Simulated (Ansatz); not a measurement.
# Si: the cost of one run

Computed with Ansatz 0.2.0 (DFT, PBE, plane-wave PAW, default files, scalar-relativistic, unless a step's input says otherwise).

**1. Starting point**

The structure is cubic, space group Fd-3m (No. 227). The conventional cell has a = 5.444 Å, b = 5.444 Å, c = 5.444 Å, α = 90.00°, β = 90.00°, γ = 90.00°. Si (site symmetry -43m) has 4 Si at 2.36 Å as nearest neighbours.

As a file:

```cif
data_structure
_symmetry_space_group_name_H-M 'Fd-3m:1'
_symmetry_Int_Tables_number 227
_cell_length_a 5.4437
_cell_length_b 5.4437
_cell_length_c 5.4437
_cell_angle_alpha 90.000
_cell_angle_beta 90.000
_cell_angle_gamma 90.000
_cell_volume 161.32
loop_
_atom_site_label
_atom_site_type_symbol
_atom_site_symmetry_multiplicity
_atom_site_Wyckoff_symbol
_atom_site_fract_x
_atom_site_fract_y
_atom_site_fract_z
_atom_site_occupancy
Si1 Si 8 a 0.25000 0.25000 0.25000 1
```

**2. Gradients at the starting positions**

File input.yaml:

```yaml
crystal:
  lattice:
    - [0.0, 2.7218511865, 2.7218511865]
    - [2.7218511865, 0.0, 2.7218511865]
    - [2.7218511865, 2.7218511865, 0.0]
  atoms:
    - { symbol: Si, position: [0.75, 0.75, 0.75] }
    - { symbol: Si, position: [0.5, 0.5, 0.5] }
kpoints:
  mp_grid: { grid: [9, 9, 9] }
scf:
  occupations: { method: fermi_dirac, width: 0.05 }
hamiltonian:
  xc: pbe
  pseudopotentials: { kind: paw }
output:
  forces: true
  stress: true
  populations: true
  efg: { contact_densities: true }
```

The run is started by

```console
$ ansatz run input.yaml --threads 1 --pin off --max-ram 2560MiB --backend cpu --events-out ev --progress --plain --runs-dir out
```

Q: Estimate wall time and peak memory on 1 thread of an x86-64 CPU, shared host.

About 1.5 s, with a peak of 0.36 GiB.
